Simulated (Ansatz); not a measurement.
# SF (Monosulfur monofluoride) at UCCSDTQ/STO-3G

Aim: the electronic atomisation energy of SF (Monosulfur monofluoride) at UCCSDTQ/STO-3G, from 3 runs. 

The results are computed with Ansatz 0.2.0.

34 further runs of the same task are left out: 6 that didn't finish, 28 set aside as unsound or not needed.

## Step 1: The system as given

SF: 2 atoms, total charge 0, spin state doublet. As SMILES, `F[S]`. Geometry: relaxed at PBE0-D4/def2-TZVP.

Bond lengths: F1–S2 1.594 Å.

## Step 2: A single-point energy at UCCSDTQ/STO-3G

File molecule.yaml:

```yaml
crystal:
  periodic: [false, false, false]
  atoms:
    - {symbol: F, position_ang: [-0.000000, -0.000000, 0.016120]}
    - {symbol: S, position_ang: [0.000000, 0.000000, 1.610410]}
basis:
  gaussian: {orbitals: STO-3G}
magnetization: {spin_polarized: true, initial_magnetization: 1}
correlation: {method: ccsdtq, frozen_orbitals: {F: 1, S: 5}}
accuracy: high
scf: {omitted_lower_state_checks: [cluster_reference, increment]}
```

On the command line:

```bash
$ ansatz run molecule.yaml --threads 1 --pin off --max-ram 3480MiB --events-out events.jsonl --progress --plain --runs-dir runs
```

The program printed, shortened:

```text
Warning: RAYON_NUM_THREADS=1 ignored (pool sized by the plan → 1); use --threads N
Functional definition: HF
  name "HF"
[...]
224 factors; integrals over basis functions are off by at most 2.9e-8 eV
[...]
mean field -13364.80433836 eV, -491.1475004449 hartree, gradient 9.5e-8 eV, S^2 0.753894; 2 other end points of the search recorded, 0 dependent functions left out
6 core orbitals not correlated: weight in the atoms' cores, before any rotation towards them, 1.000 or more for the frozen orbitals, at most 0.000 for the correlated occupied ones
reference -13364.80433836 eV, -491.1475004449 hartree; 7, 6 occupied and 1, 2 virtual orbitals, 224 factors
second order -0.84935502 eV of doubles, -0.00000000 eV of singles
cycle   1  -1.03781675 eV  change   -1.9e-1 eV  update   6.0e-2
[...]
cycle  23  -1.27629523 eV  change   6.6e-10 eV  update  4.9e-10
Total energy: -13366.08063359 eV, -491.1944034296 hartree
Checks for a lower state left out: cluster_reference, increment
```

Wall time 2.5 s (1 thread of Arm Neoverse V1, shared host).

## Step 3: The F atom at the same level

File input.yaml:

```yaml
crystal:
  periodic: [false, false, false]
  atoms:
    - symbol: F
      position_ang: [0.000000, 0.000000, 0.000000]
basis:
  gaussian:
    orbitals: STO-3G
magnetization:
  spin_polarized: true
  initial_magnetization: 1
correlation:
  method: ccsdtq
  frozen_orbitals: {F: 1}
accuracy: high
scf:
  omitted_lower_state_checks: [cluster_reference, increment]
```

On the command line:

```bash
$ ansatz run input.yaml --threads 1 --pin off --max-ram 3480MiB --events-out events.jsonl --progress --plain --runs-dir runs
```

The program printed, shortened:

```text
Warning: RAYON_NUM_THREADS=1 ignored (pool sized by the plan → 1); use --threads N
[... 2 set-up lines as earlier in the session ...]
[...]
15 factors; integrals over basis functions are off by at most 1.2e-9 eV
[...]
mean field -2666.34863534 eV, -97.9865050328 hartree, gradient 0.0e0 eV, S^2 0.750000; 2 other end points of the search recorded, 0 dependent functions left out
1 core orbitals not correlated: weight in the atoms' cores, before any rotation towards them, 1.000 or more for the frozen orbitals, at most 0.000 for the correlated occupied ones
reference -2666.34863534 eV, -97.9865050328 hartree; 4, 3 occupied and 0, 1 virtual orbitals, 15 factors
second order 0.00000000 eV of doubles, 0.00000000 eV of singles
cycle   1  0.00000000 eV  change     0.0e0 eV  update    0.0e0
cycle   2  0.00000000 eV  change     0.0e0 eV  update    0.0e0
Total energy: -2666.34863534 eV, -97.9865050328 hartree
Checks for a lower state left out: cluster_reference, increment
```

Wall time 0.64 s (1 thread of Arm Neoverse V1, shared host).

## Step 4: The S atom at the same level

File input.yaml:

```yaml
crystal:
  periodic: [false, false, false]
  atoms:
    - {symbol: S, position_ang: [0.000000, 0.000000, 0.000000]}
basis:
  gaussian:
    orbitals: STO-3G
accuracy: high
magnetization:
  spin_polarized: true
  initial_magnetization: 2
correlation:
  method: ccsdtq
  frozen_orbitals: {S: 5}
scf:
  omitted_lower_state_checks: [cluster_reference, increment]
```

Run the same way, it converges to -393.13022 Eh (log not shown).

## Step 5: Outcome

At UCCSDTQ/STO-3G, 6 core orbitals frozen:

| quantity | value |
| --- | --- |
| molecule: total energy | -491.19440 Eh |
| molecule: correlation energy (6 core orbitals frozen) | -46.9 mEh |
| molecule: ⟨S²⟩ of the reference determinant | 0.754 |
| molecule: T1 diagnostic | 0.023 |
| F atom: total energy | -97.98651 Eh |
| F atom: correlation energy (1 core orbital frozen) | 0.0 mEh |
| F atom: ⟨S²⟩ of the reference determinant | 0.750 |
| F atom: T1 diagnostic | 0.000 |
| S atom: total energy | -393.13022 Eh |
| S atom: correlation energy (5 core orbitals frozen) | 0.0 mEh |
| S atom: ⟨S²⟩ of the reference determinant | 2.000 |
| S atom: T1 diagnostic | 0.000 |
| electronic atomisation energy | 2.114 eV |

Taking the molecule apart into free atoms costs 2.11 eV (49 kcal/mol), before zero-point energy and without spin-orbit coupling. In a minimal basis such a difference can be off by several eV, whatever the method.
